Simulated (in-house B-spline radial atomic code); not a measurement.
# Nd⁵⁰⁺: excited configurations

Wanted: excitation energies of Nd⁵⁰⁺ as differences of total energies (ΔSCF).

The numbers are computed with in-house B-spline radial atomic code version 1 (Dirac-Hartree-Fock, average of configuration, Fermi nucleus, basis-set limit), except any that are marked as measured or tabulated.

### 1 What is computed

```
element       : neodymium (Z = 60)
charge        : +50
electrons     : 10
configuration : [He] 2s2 2p6
Hamiltonian   : Dirac-Coulomb
nucleus       : Fermi, rms radius 4.912 fm
```

The outer shells:

[He] 2s2 2p6
```
[He] core
2s [↑↓]
2p [↑↓][↑↓][↑↓]
```

Input settings:

```ini
Z = 60
electrons = 10.0
configuration = [He] 2s2 2p6
hamiltonian = dirac
method = hf
spin_polarised = False
nucleus = fermi
rms_radius = 4.9123
mass_number = 142
atomic_mass = 141.907728824
speed_of_light = 137.035999084
```

From the earlier run of the reference: total energy -6991.920501 hartree. Levels, eight at most:

| orbital | occupation | energy (eV) | <r> (bohr) |
| --- | --- | --- | --- |
| 1s1/2 | 2 | -47536.4 | 0.02360 |
| 2s1/2 | 2 | -10654.6 | 0.09847 |
| 2p1/2 | 2 | -10301.6 | 0.08254 |
| 2p3/2 | 4 | -9758.32 | 0.08855 |

### 2 Run with [He] 2s1 2p6 5d1

Input settings:

```ini
Z = 60
electrons = 10.0
configuration = [He] 2s1 2p6 5d1
hamiltonian = dirac
method = hf
spin_polarised = False
nucleus = fermi
rms_radius = 4.9123
mass_number = 142
atomic_mass = 141.907728824
speed_of_light = 137.035999084
```

### 3 [He] 2s1 2p6 3p1

Settings: those of step 2 with these lines changed.

```diff
@@ -2,3 +2,3 @@
 electrons = 10.0
-configuration = [He] 2s1 2p6 5d1
+configuration = [He] 2s1 2p6 3p1
 hamiltonian = dirac
```

### 4 Configuration [He] 2s1 2p6 4s1

Settings: those of step 3 with these lines changed.

```diff
@@ -2,3 +2,3 @@
 electrons = 10.0
-configuration = [He] 2s1 2p6 3p1
+configuration = [He] 2s1 2p6 4s1
 hamiltonian = dirac
```

### 5 Configuration [He] 2s2 2p5 3d1

Settings: those of step 4 with these lines changed.

```diff
@@ -2,3 +2,3 @@
 electrons = 10.0
-configuration = [He] 2s1 2p6 4s1
+configuration = [He] 2s2 2p5 3d1
 hamiltonian = dirac
```

### 6 Run with [He] 2s2 2p5 5f1

Settings: those of step 5 with these lines changed.

```diff
@@ -2,3 +2,3 @@
 electrons = 10.0
-configuration = [He] 2s2 2p5 3d1
+configuration = [He] 2s2 2p5 5f1
 hamiltonian = dirac
```

**Question.** How far above the reference does each configuration lie (order and size, in eV)?

As calculated:

| net move | configuration | energy above the reference (eV) | with Breit, QED, recoil (eV) | largest <r> (bohr) |
| --- | --- | --- | --- | --- |
| 2p → 3d | [He] 2s2 2p5 3d1 | 5904.99 | 5891.25 | 0.199 |
| 2s → 3p | [He] 2s1 2p6 3p1 | 6422.83 | 6406.30 | 0.230 |
| 2s → 4s | [He] 2s1 2p6 4s1 | 8230.65 | 8212.56 | 0.428 |
| 2p → 5f | [He] 2s2 2p5 5f1 | 8513.26 | 8498.17 | 0.614 |
| 2s → 5d | [He] 2s1 2p6 5d1 | 9211.57 | 9191.74 | 0.664 |

Quantum defects of the promoted electron, δ = n − ζ/√(−2ε) with ζ = 51 and ε its orbital energy in hartree:

| promotion | δ |
| --- | --- |
| 2p → 3d | 0.037 |
| 2s → 3p | 0.107 |
| 2s → 4s | 0.262 |
| 2p → 5f | 0.013 |
| 2s → 5d | 0.044 |

**Reading.** The energies run from 5904.99 eV (2p → 3d) to 9211.57 eV (2s → 5d). Of those tabulated, the defect is largest for 4s (0.26) and least for 5f (0.01); at this charge much of the defect is relativistic. Two partly filled shells share a symmetry and can mix in the average, which may lower the energy, for: 2s → 4s. These are averages over configurations, without correlation, not spectroscopic levels.
